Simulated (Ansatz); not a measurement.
# C₂H₁₁FN₂OSiZr: vertical ionisation energy

One table from this session's results is given with a row withheld; the runs are named, their logs left out.

Program: Ansatz 0.2.0, Gaussian basis. Level of theory: unrestricted cation, the program's frozen cores in correlated methods. These are calculated values, not measurements.

The runs, in order: UKS PBE-D4/def2-TZVPP; UKS r2SCAN-D4/def2-TZVPP; UKS PBE0-D4/def2-TZVPP; UKS B3LYP-D4/def2-TZVPP; UKS wB97X-V/def2-TZVPP; UKS wB97M-V/def2-TZVPP; UKS B2PLYP/def2-TZVPP; UHF-CCSD(T)/def2-TZVPP; UHF-MP2/def2-QZVPP; extrapolation to the limit; then −ε(HOMO) from the neutral's earlier runs with LDA (SPW92), PBE-D4, revPBE-D4, BLYP-D4, r2SCAN-D4, B97M-V, PBE0-D4, B3LYP-D4, r2SCANh-D4, r2SCAN0-D4, HSE06-D4, BHLYP-D4, CAM-B3LYP-D4, LC-ωPBE, ωB97X-V, ωB97M-V.

### Structure used throughout

An earlier PBE0-D4 in a triple-zeta def2 set relaxation fixed the geometry. Zr takes the def2 core potential; no spin-orbit term is included.

19 atoms, charge 0, spin multiplicity 1.

Atoms are counted from 1 here; the program's logs count them from 0.

Bond lengths: C1–N2 1.439 Å, C1–H9 1.100 Å, C1–H10 1.091 Å, C1–H11 1.100 Å, N2–C3 1.445 Å, N2–Zr4 2.022 Å, C3–H12 1.099 Å, C3–H13 1.099 Å, C3–H14 1.099 Å, Zr4–N5 2.033 Å, Zr4–F6 1.928 Å, Zr4–O7 1.957 Å, N5–H15 1.011 Å, N5–H16 1.012 Å, O7–Si8 1.630 Å, Si8–H17 1.489 Å, Si8–H18 1.487 Å, Si8–H19 1.488 Å. Angles: N2–C1–H9 111.5°, N2–C1–H10 110.4°, N2–C1–H11 111.6°, H9–C1–H10 108.1°, H9–C1–H11 107.2°, H10–C1–H11 108.0°, C1–N2–C3 113.1°, C1–N2–Zr4 133.4°, C3–N2–Zr4 113.5°, N2–C3–H12 111.9°, N2–C3–H13 111.9°, N2–C3–H14 111.3°, H12–C3–H13 108.0°, H12–C3–H14 106.7°, H13–C3–H14 106.8°, N2–Zr4–N5 107.5°, N2–Zr4–F6 107.2°, N2–Zr4–O7 107.3° and more.

The first run:

The input, in.yaml:

```yaml
crystal:
  periodic: [false, false, false]
  atoms:
    - {symbol: C, position_ang: [1.493898, 0.277654, 1.936809]}
    - {symbol: N, position_ang: [0.977900, 0.486193, 0.609852]}
    - {symbol: C, position_ang: [1.984269, 0.347094, -0.417597]}
    - {symbol: Zr, position_ang: [-0.862378, 0.905959, -0.114181]}
    - {symbol: N, position_ang: [-2.118604, 1.079281, 1.475185]}
    - {symbol: F, position_ang: [-0.722987, 2.552641, -1.107504]}
    - {symbol: O, position_ang: [-1.395190, -0.591739, -1.255952]}
    - {symbol: Si, position_ang: [-1.477904, -1.919952, -2.197929]}
    - {symbol: H, position_ang: [2.289936, 0.997513, 2.177441]}
    - {symbol: H, position_ang: [0.699099, 0.392861, 2.675499]}
    - {symbol: H, position_ang: [1.921472, -0.729466, 2.050469]}
    - {symbol: H, position_ang: [2.798248, 1.075147, -0.294171]}
    - {symbol: H, position_ang: [2.426793, -0.659162, -0.424692]}
    - {symbol: H, position_ang: [1.559859, 0.514799, -1.417262]}
    - {symbol: H, position_ang: [-2.715635, 0.348793, 1.839602]}
    - {symbol: H, position_ang: [-2.349049, 1.943172, 1.948766]}
    - {symbol: H, position_ang: [-0.201985, -2.105751, -2.942569]}
    - {symbol: H, position_ang: [-2.587739, -1.787108, -3.178627]}
    - {symbol: H, position_ang: [-1.720001, -3.127918, -1.363138]}
basis:
  gaussian: {orbitals: def2-TZVPP}
total_charge: 1
magnetization: {spin_polarized: true, initial_magnetization: 1}
hamiltonian: {xc: pbe, dispersion: d4}
```

Launch:

```sh
ansatz run in.yaml --threads 4 --pin off --events-out ev --progress --plain --max-ram 41984MiB --backend cuda --devices 0, --max-vram 37GiB
```

Among the steps run: Cation, UKS PBE-D4/def2-TZVPP; Cation, UKS r2SCAN-D4/def2-TZVPP; Cation, UKS PBE0-D4/def2-TZVPP; Cation, UKS B3LYP-D4/def2-TZVPP; Cation, UKS wB97X-V/def2-TZVPP; Cation, UKS wB97M-V/def2-TZVPP; Cation, UKS B2PLYP (frozen core)/def2-TZVPP; Cation, UHF-CCSD(T)/def2-TZVPP; Cation, UHF-MP2/def2-QZVPP.

One of the session's tables, all rows but one given; the rest of the session is left out.

For comparison, −ε(HOMO) of the neutral from earlier runs:

| functional | −ε(HOMO) (eV) |
| --- | --- |
| LDA (SPW92) | 5.34 |
| PBE-D4 | 5.20 |
| revPBE-D4 | 5.14 |
| BLYP-D4 | 5.09 |
| r2SCAN-D4 | 5.42 |
| B97M-V | 5.55 |
| PBE0-D4 | 6.46 |
| B3LYP-D4 | 6.26 |
| r2SCANh-D4 | 5.90 |
| r2SCAN0-D4 | 6.62 |
| HSE06-D4 | 6.06 |
| BHLYP-D4 | 7.66 |
| CAM-B3LYP-D4 | 7.81 |
| LC-ωPBE | 9.11 |
| ωB97X-V | ? |
| ωB97M-V | 8.73 |

**Question.** Estimate the row for ωB97X-V.

The run gave: −ε(HOMO) (eV): 8.80. In the column «−ε(HOMO) (eV)» it lies between ωB97M-V (8.73) and LC-ωPBE (9.11).
